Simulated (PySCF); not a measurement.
# CH6GeO2Si: the cost of one run

Programs: PySCF 2.14.0, with density-fitted response routines of our own. Each step states its level of theory. These are calculated values for one molecule in the gas phase, unless marked as measured. Atoms count from 0, in the outputs and in this text.

## (1) Starting geometry

11 atoms, charge 0, multiplicity 1; geometry from: PBE0-D3(BJ)/def2-SVP.

Bonds of the start (Å): O0–C1 1.20, C1–Ge2 2.00, Ge2–O3 1.78, O3–Si4 1.66, C1–H5 1.13, Ge2–H6 1.53, Ge2–H7 1.54, Si4–H8 1.50, Si4–H9 1.49, Si4–H10 1.50.

## (2) Excited states and response: B3LYP/def2-SVPD

Job settings and geometry (Å):

```
{"job": {"kind": "uv", "xc": "B3LYP", "basis": "def2-SVPD", "ip": true}, "charge": 0, "multiplicity": 1}
O     -3.238938    -0.262540     0.872707
C     -2.046091    -0.237576     1.012258
Ge    -0.838706    -0.716199    -0.507734
O      0.838595    -0.547987     0.055349
Si     1.986342     0.638284     0.197247
H     -1.578815     0.049154     1.995305
H     -1.030944    -2.188234    -0.897033
H     -1.088265     0.233895    -1.694378
H      1.576395     1.654369     1.217835
H      3.266088     0.005624     0.624913
H      2.189591     1.343584    -1.107135
```

Method: TDDFT B3LYP/def2-SVPD, vertical, gas phase, core orbitals frozen in the response.

Command:

```
$ OMP_NUM_THREADS=1 python probes_run.py task.json out
```

The driver reads the jobs from task.json and runs them one after another.

Q: Estimate the wall time and peak memory of this first job on 1 thread of Arm Neoverse N1, shared host.

About 1.7 min, with a peak of 0.8 GiB.
